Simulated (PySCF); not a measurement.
# [Ho(BH4)2]+: other functionals and bases at one geometry

The task here is to estimate one member of a computed series from the others.

Method: several levels, as the steps say, no spin–orbit coupling; program: PySCF 2.14.0.

1 further run of the same task is left out (for a known fault of the program).

**Where the work starts**

11 atoms, charge 1, spin multiplicity 1.

Bond lengths: Ho1–B2 2.351 Å, Ho1–H4 2.132 Å, Ho1–H5 2.214 Å, Ho1–H6 2.133 Å, Ho1–B7 2.351 Å, Ho1–H9 2.132 Å, Ho1–H10 2.214 Å, Ho1–H11 2.133 Å, B2–H3 1.197 Å, B2–H4 1.272 Å, B2–H5 1.261 Å, B2–H6 1.272 Å, B7–H8 1.197 Å, B7–H9 1.272 Å, B7–H10 1.261 Å, B7–H11 1.272 Å. Angles: B2–Ho1–H4 32.5°, B2–Ho1–H5 31.9°, B2–Ho1–H6 32.5°, B2–Ho1–B7 118.9°, B2–Ho1–H9 97.5°, B2–Ho1–H10 150.5°, B2–Ho1–H11 102.8°, H4–Ho1–H5 54.9°, H4–Ho1–H6 55.6°, H4–Ho1–B7 97.5°, H4–Ho1–H9 91.0°, H4–Ho1–H10 127.2°, H4–Ho1–H11 72.9°, H5–Ho1–H6 54.8°, H5–Ho1–B7 150.5°, H5–Ho1–H9 127.1°, H5–Ho1–H10 177.6°, H5–Ho1–H11 127.0° and more.

Geometry (Å):

```xyz
11
charge 1, multiplicity 1
Ho    0.0000   -0.0001   -0.3069
B     2.0245   -0.0268    0.8881
H     3.0088   -0.0314    1.5690
H     1.1938   -0.9417    1.1875
H     2.2077   -0.1553   -0.3525
H     1.3322    1.0350    0.9988
B    -2.0246    0.0268    0.8880
H    -3.0087    0.0315    1.5692
H    -1.1937    0.9416    1.1874
H    -2.2079    0.1554   -0.3525
H    -1.3323   -1.0350    0.9987
```

Formal oxidation states: Ho +3. Each metal's 10 4f electrons lie in its core potential, so multiplicities, spins and levels count the valence alone. An earlier session relaxed this geometry at PBE0, Ho lcecp-1-SVP with ECP56, B def2-SVP, H def2-SVP (singlet, point group C2). Its vibrations showed it to be a saddle point, relaxed within its symmetry.

At PBE0 on the finer grid: E = -91.801647 Eh, HOMO -14.07 eV, LUMO -7.75 eV, Mulliken charge on Ho1 +0.93 e, largest force component 0.011 eV/Å. 

Levels to run: wB97X; BLYP; PBE0, TZVP. Hardware: 2 threads of Arm Neoverse V1, shared host.

Set-up of the first run:

Contents of run.py (the lines that set the calculation):

```python
mol = gto.M(atom='''
Ho     0.00004    -0.00008    -0.30691
B      2.02454    -0.02678     0.88808
H      3.00884    -0.03141     1.56902
H      1.19382    -0.94168     1.18752
H      2.20767    -0.15534    -0.35249
H      1.33217     1.03496     0.99884
B     -2.02456     0.02681     0.88798
H     -3.00868     0.03149     1.56916
H     -1.19372     0.94161     1.18739
H     -2.20786     0.15540    -0.35255
H     -1.33226    -1.03499     0.99869''',
    basis={'Ho': 'lcecp-1-SVP', 'B': 'def2-SVP', 'H': 'def2-SVP'},
    ecp={'Ho': 'lcecp-1-SVP'},
    charge=1, spin=0)
mf = dft.RKS(mol, xc='WB97X')
mf.grids.atom_grid = (75, 302)  # f atoms: unpruned, at least (60, 302)
mf = mf.density_fit()  # fitting sets: Ho AutoAux, B def2-universal-JKFIT, H def2-universal-JKFIT
mf.conv_tol = 1e-08; mf.max_cycle = 55
mf.kernel(dm0)  # dm0: the density of the relaxed state
```

Command:

```
> OMP_NUM_THREADS=2 python run.py
```

Among the steps run: wB97X; BLYP; PBE0, TZVP.

One of the session's tables, all rows but one given; the rest of the session is left out.

```
              level  HOMO (eV)  gap (eV)  charge on Ho1 (e)  dipole (D)  largest force component (eV/Å)
PBE0 (relaxed here)     -14.07      6.32               0.93        4.02                            0.01
              wB97X          ?         ?                  ?           ?                               ?
               BLYP     -12.54      3.95               0.62        3.72                            0.56
         PBE0, TZVP     -14.09      6.37               1.15        3.97                            0.27
```

Estimate the missing values for wB97X.

The run gave: HOMO (eV): -16.55; gap (eV): 10.87; charge on Ho1 (e): 1.01; dipole (D): 4.31; largest force component (eV/Å): 0.67. In the column «HOMO (eV)» it is the lowest.

The dipole of a charged species depends on the origin, so these sizes hold for this origin alone.

In one basis the HOMO–LUMO gap runs from 3.95 eV (BLYP) to 10.87 eV (wB97X). The largest leftover force, 0.67 eV/Å with wB97X, stands at a geometry relaxed at another level. With 4f in the core, its levels are missing from HOMO and gap, and its count is fixed, so no charge can pass from the ligands into it. Total energies of different levels can't be compared.
